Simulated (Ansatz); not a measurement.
# AlH₅O₃S: a reaction path by the nudged elastic band

Aim: the minimum-energy path between two given structures and its highest point. Both ends were relaxed at PBE0-D4 in triple zeta.

Computed with Ansatz 0.2.0, Gaussian basis. Level: PBE0-D4/def2-SVP.

22 further runs of the same task are left out: 22 set aside as unsound or not needed.

## Step 1: Where the work starts

The first end: 10 atoms, charge 0, spin multiplicity 1.

Atoms are counted from 1 here; the program's logs count them from 0.

Bond lengths: Al1–S2 2.218 Å, Al1–O3 1.721 Å, Al1–O4 1.702 Å, Al1–O6 1.974 Å, S2–H7 1.344 Å, O3–H8 0.954 Å, O4–H9 0.955 Å, H5–O6 0.967 Å, O6–H10 0.969 Å. Angles: S2–Al1–O3 117.4°, S2–Al1–O4 112.8°, S2–Al1–O6 99.3°, O3–Al1–O4 123.5°, O3–Al1–O6 87.6°, O4–Al1–O6 108.7°, Al1–S2–H7 92.5°, Al1–O3–H8 124.9°, Al1–O4–H9 122.7°, Al1–O6–H5 107.6°, Al1–O6–H10 102.2°, H5–O6–H10 108.0°.

Coordinates:

```mol
AlH5O3S
  3D, bonds by distance, orders not assigned

 10  9  0  0  0  0  0  0  0  0999 V2000
    0.1410   -0.3231   -0.1349 Al  0  0
    1.0785    0.8613   -1.7591 S   0  0
    1.0542   -0.5510    1.3064 O   0  0
   -0.9986   -1.4475   -0.7117 O   0  0
   -0.6950    1.9372    0.2907 H   0  0
   -0.8192    1.1256    0.8016 O   0  0
    0.1971    0.4190   -2.6718 H   0  0
    1.7892   -1.1517    1.3981 H   0  0
   -1.4341   -2.0790   -0.1431 H   0  0
   -0.3130    1.2095    1.6239 H   0  0
  1  2  8  0
  1  3  8  0
  1  4  8  0
  1  6  8  0
  2  7  8  0
  3  8  8  0
  4  9  8  0
  5  6  8  0
  6 10  8  0
M  END
```

The second end:

```
Al   -0.0674   -0.2484    0.5152
S     0.7245    1.3132   -1.3093
O     1.4823   -0.6396    1.1207
O    -0.8637   -1.4057   -0.4634
H    -0.4974    1.5151   -1.8306
O    -1.0436    0.8812    1.3487
H     1.0065    0.3363   -2.1883
H     1.8150   -1.5336    1.0695
H    -1.8135   -1.5010   -0.4244
H    -0.7427    1.2826    2.1618
```

## Step 2: The band at PBE0-D4/def2-SVP

Input file neb/in.yaml:

```yaml
crystal:
  periodic: [false, false, false]
  atoms:
    - {symbol: Al, position_ang: [0.140976, -0.323057, -0.134919]}
    - {symbol: S, position_ang: [1.078502, 0.861297, -1.759064]}
    - {symbol: O, position_ang: [1.054235, -0.550986, 1.306399]}
    - {symbol: O, position_ang: [-0.998625, -1.447528, -0.711692]}
    - {symbol: H, position_ang: [-0.695030, 1.937174, 0.290696]}
    - {symbol: O, position_ang: [-0.819212, 1.125595, 0.801594]}
    - {symbol: H, position_ang: [0.197103, 0.418960, -2.671846]}
    - {symbol: H, position_ang: [1.789248, -1.151704, 1.398096]}
    - {symbol: H, position_ang: [-1.434084, -2.079008, -0.143139]}
    - {symbol: H, position_ang: [-0.313013, 1.209456, 1.623874]}
basis:
  gaussian: {orbitals: def2-SVP}
hamiltonian: {xc: pbe0, dispersion: d4}
neb:
  images: 5
  climbing: true
  max_iterations: 40
  initial_path: idpp
  final_atoms:
    - {symbol: Al, position_ang: [-0.067396, -0.248401, 0.515230]}
    - {symbol: S, position_ang: [0.724500, 1.313218, -1.309270]}
    - {symbol: O, position_ang: [1.482314, -0.639631, 1.120708]}
    - {symbol: O, position_ang: [-0.863686, -1.405702, -0.463397]}
    - {symbol: H, position_ang: [-0.497351, 1.515086, -1.830635]}
    - {symbol: O, position_ang: [-1.043568, 0.881234, 1.348747]}
    - {symbol: H, position_ang: [1.006489, 0.336327, -2.188300]}
    - {symbol: H, position_ang: [1.814998, -1.533578, 1.069485]}
    - {symbol: H, position_ang: [-1.813539, -1.500966, -0.424375]}
    - {symbol: H, position_ang: [-0.742661, 1.282612, 2.161809]}
```

Started as:

```bash
ansatz run in.yaml --threads 4 --pin off --events-out ev --progress --plain --max-ram 9574MiB
```

Standard output:

```text
Functional definition: PBE0
  name "PBE0"
  cite "Adamo & Barone, J. Chem. Phys. 110, 6158 (1999) doi:10.1063/1.478522"
  cite "Perdew, Burke & Ernzerhof, Phys. Rev. Lett. 77, 3865 (1996) doi:10.1103/PhysRevLett.77.3865"
  parent pbe
  parameter a = 0.25
  parameter kappa = 0.804
  parameter beta = 0.06672455060314922
  exchange = (1 - a)*pbe_x(kappa = kappa, mu = beta*pi^2/3) + a*exact_x
  correlation = pbe_c(beta = beta)
1026 factors; integrals over basis functions are off by at most 3.3e-4 eV
mean field evaluation 1: about -23625.6664 eV, gradient 7.9e1 eV
mean field evaluation 2: about -23612.2145 eV, gradient 1.2e2 eV
mean field evaluation 4: about -23636.2753 eV, gradient 4.1e0 eV
mean field evaluation 8: about -23636.3031 eV, gradient 7.0e-2 eV
mean field -23636.30314166 eV, -868.6181191943 hartree, gradient 3.7e-5 eV, S^2 0.000000; 0 other end points of the search recorded, 0 dependent functions left out
the calculation of the forces begins
reference -23636.30316978 eV, -868.6181202276 hartree; 29, 29 occupied and 74, 74 virtual orbitals, 1026 factors
[... from here to the last solve, the lines of the solves are left out (99 solves) ...]
WARN: NEB end point (image 0): max|allowed force component| = 1.799e-1 eV/Å (the criterion of neb.relax_end_points is 1.000e-2). That is over neb.f_tol: it is no minimum, so the barrier can be far off. Relax it first
WARN: NEB end point (image 6): max|allowed force component| = 1.987e-1 eV/Å (the criterion of neb.relax_end_points is 1.000e-2). That is over neb.f_tol: it is no minimum, so the barrier can be far off. Relax it first
NEB iter   1: max|band force component| = 3.684e0 eV/Å  barrier→ = 3.0596 eV  barrier← = 2.5338 eV  Δτ_max = 0.2000 Å  (184 SCF iters)
NEB iter   2: max|band force component| = 3.424e0 eV/Å  barrier→ = 1.8183 eV  barrier← = 1.2925 eV  Δτ_max = 0.2000 Å  (143 SCF iters)
NEB iter   3: max|band force component| = 1.483e1 eV/Å  barrier→ = 1.7740 eV  barrier← = 1.2482 eV  Δτ_max = 0.1003 Å  (134 SCF iters)
NEB iter   4: max|band force component| = 1.011e1 eV/Å  barrier→ = 1.0355 eV  barrier← = 0.5097 eV  Δτ_max = 0.1766 Å  (125 SCF iters)
NEB iter   5: max|band force component| = 2.950e0 eV/Å  barrier→ = 0.6194 eV  barrier← = 0.0936 eV  Δτ_max = 0.1944 Å  (127 SCF iters)
NEB iter   6: max|band force component| = 1.149e0 eV/Å  barrier→ = 0.6229 eV  barrier← = 0.0971 eV  Δτ_max = 0.1991 Å  (126 SCF iters)
NEB iter   7: max|band force component| = 3.591e-1 eV/Å  barrier→ = 0.6228 eV  barrier← = 0.0970 eV  CI = image 2  Δτ_max = 0.0758 Å  (128 SCF iters)
NEB iter   8: max|band force component| = 2.431e-1 eV/Å  barrier→ = 0.6190 eV  barrier← = 0.0932 eV  CI = image 2  Δτ_max = 0.0973 Å  (119 SCF iters)
NEB iter   9: max|band force component| = 1.473e-1 eV/Å  barrier→ = 0.6120 eV  barrier← = 0.0862 eV  CI = image 2  Δτ_max = 0.0291 Å  (119 SCF iters)
NEB iter  10: max|band force component| = 8.316e-2 eV/Å  barrier→ = 0.6092 eV  barrier← = 0.0834 eV  CI = image 2  Δτ_max = 0.0619 Å  (121 SCF iters)
NEB iter  11: max|band force component| = 1.280e-1 eV/Å  barrier→ = 0.6108 eV  barrier← = 0.0850 eV  CI = image 2  Δτ_max = 0.0262 Å  (117 SCF iters)
1027 factors; integrals over basis functions are off by at most 9.8e-4 eV
mean field -23635.68087150 eV, -868.5952511875 hartree, gradient 2.7e-6 eV, S^2 0.000000; 0 other end points of the search recorded, 0 dependent functions left out
the calculation of the forces begins
reference -23635.68089998 eV, -868.5952522342 hartree; 29, 29 occupied and 74, 74 virtual orbitals, 1027 factors
NEB iter  12: max|band force component| = 4.868e-2 eV/Å  barrier→ = 0.6094 eV  barrier← = 0.0836 eV  CI = image 2  CI's point: of a kind that is not told: the force calls were inconclusive, a negative curvature could not be distinguished from the path's own, the only one lies far off the path, or fixed occupations may fill a level only in part  Δτ_max = 0.0000 Å  (924 SCF iters)
WARN: NEB end point (image 6): the path dips 0.045231 eV below it before the top, so the barrier from the dip is that much higher. The path crosses a lower well, or the end point is a saddle point, which neb.relax_end_points tests for
Total energy: -23635.87229062 eV, -868.6022857106 hartree
Atom 0 at     0.076884    -0.385537     0.179917 Å, force     0.039729     0.015331     0.058202 eV/Å
Atom 1 at     0.717651     1.274929    -1.479698 Å, force    -0.010830    -0.000299     0.011471 eV/Å
Atom 2 at     1.375819    -0.826457     1.204392 Å, force    -0.020622    -0.032785    -0.043686 eV/Å
Atom 3 at    -0.892771    -1.473803    -0.709894 Å, force    -0.012552    -0.003724    -0.035567 eV/Å
Atom 4 at    -0.098804     1.660975    -0.267781 Å, force     0.019156     0.019962    -0.053650 eV/Å
Atom 5 at    -0.737665     1.061966     0.871247 Å, force    -0.042381     0.008088     0.017604 eV/Å
Atom 6 at    -0.371088     1.006894    -2.235566 Å, force    -0.000293    -0.001911     0.005076 eV/Å
Atom 7 at     1.942051    -1.574357     1.007482 Å, force     0.014245     0.007909     0.022094 eV/Å
Atom 8 at    -1.476101    -2.129004    -0.326144 Å, force     0.005695     0.005101     0.016671 eV/Å
Atom 9 at    -0.535875     1.384593     1.756043 Å, force     0.007853    -0.017674     0.001785 eV/Å
Dipole moment:    -0.113724    -0.031254     0.117782 e Å
```

Wall time 2 min (4 threads of Arm Neoverse V1, shared host).

The last band:

```
image  path (Å)  energy (kcal/mol)  Al1–O6 (Å)  S2–H5 (Å)  Al1–S2 (Å)  H5–O6 (Å)
    0      0.00                0.0        1.97       2.92        2.22       0.97
    1      0.78                1.1        1.97       2.31        2.25       0.99
    2      1.56               14.1        1.80       1.51        2.43       1.44
    3      2.31               11.3        1.73       1.36        2.54       2.21
    4      3.06               11.1        1.72       1.35        2.55       2.69
    5      3.81               11.7        1.72       1.35        2.55       3.03
    6      4.56               12.1        1.71       1.34        2.53       3.29
```

The highest image, 2:

```xyz
10
AlH5O3S
Al    0.0769   -0.3855    0.1799
S     0.7177    1.2749   -1.4797
O     1.3758   -0.8265    1.2044
O    -0.8928   -1.4738   -0.7099
H    -0.0988    1.6610   -0.2678
O    -0.7377    1.0620    0.8712
H    -0.3711    1.0069   -2.2356
H     1.9421   -1.5744    1.0075
H    -1.4761   -2.1290   -0.3261
H    -0.5359    1.3846    1.7560
```

## Step 3: Results

| quantity | value |
| --- | --- |
| PBE0-D4/def2-SVP, 12 iterations | highest 14.1 kcal/mol (image 2), last end +12.1 kcal/mol |
| from earlier runs: barrier over the separately found saddle, CCSD(T)/def2-TZVPP | 16.4 kcal/mol |

What this shows: The highest image lies 14.1 kcal/mol above the first end, and it climbed, so it estimates the saddle. The ends are not quite minima at this level (largest force component 0.20 eV/Å), which shifts the heights a little. The highest image is 2.4 kcal/mol below the CCSD(T) barrier in triple zeta, which comes from separate runs on the saddle.
